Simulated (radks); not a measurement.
**Spin polarisation of the 6p shell in Bi²⁺**

One table from this session's results is given with a row withheld; the runs are named, their logs left out.

The numbers are computed with radks (a radial shooting solver on a logarithmic mesh, Libxc functionals) version 1 (scalar-relativistic Kohn-Sham, PBEsol, spin-polarised, spherical densities, point nucleus), except any that are marked as measured or tabulated.

### What is computed

* element: bismuth (Z = 83)
* charge: +2
* electrons: 81
* configuration: [Hg] 6p(up 0.5, down 0.5)

A shell typed twice in an input gives spin up, then spin down.

The first run:

The run's settings:

```text
Z 83
configuration [Hg] 6p0.5 6p0.5
relativity scalar-relativistic
functional pbe_sol,pbe_sol
spin polarised
nucleus point
c 137.035999084
```

Steps of the session up to this table: No moment.

One of the session's tables, all rows but one given; the rest of the session is left out.

It belongs to the step «No moment». From the orbitals of this run (lengths in bohr):

```
level     <r>  outermost maximum (interpolated)  90 % within  nodes
   4p  0.4027                             0.376        0.583      2
   4d  0.4226                             0.382        0.628      1
   5s  0.8305                             0.770         1.18      4
   4f  0.4410                             0.342        0.698      0
   5p  0.9477                             0.860         1.36      3
   5d       ?                                 ?            ?      ?
   6s   2.064                              1.83         2.97      5
   6p   2.607                              2.28         3.79      4
```

Q: Estimate the row for 5d from the others.

**Answer.** <r>: 1.226; outermost maximum (interpolated): 1.03; 90 % within: 1.84; nodes: 2. In the column «<r>» it lies between 5p (0.9477) and 6s (2.064).
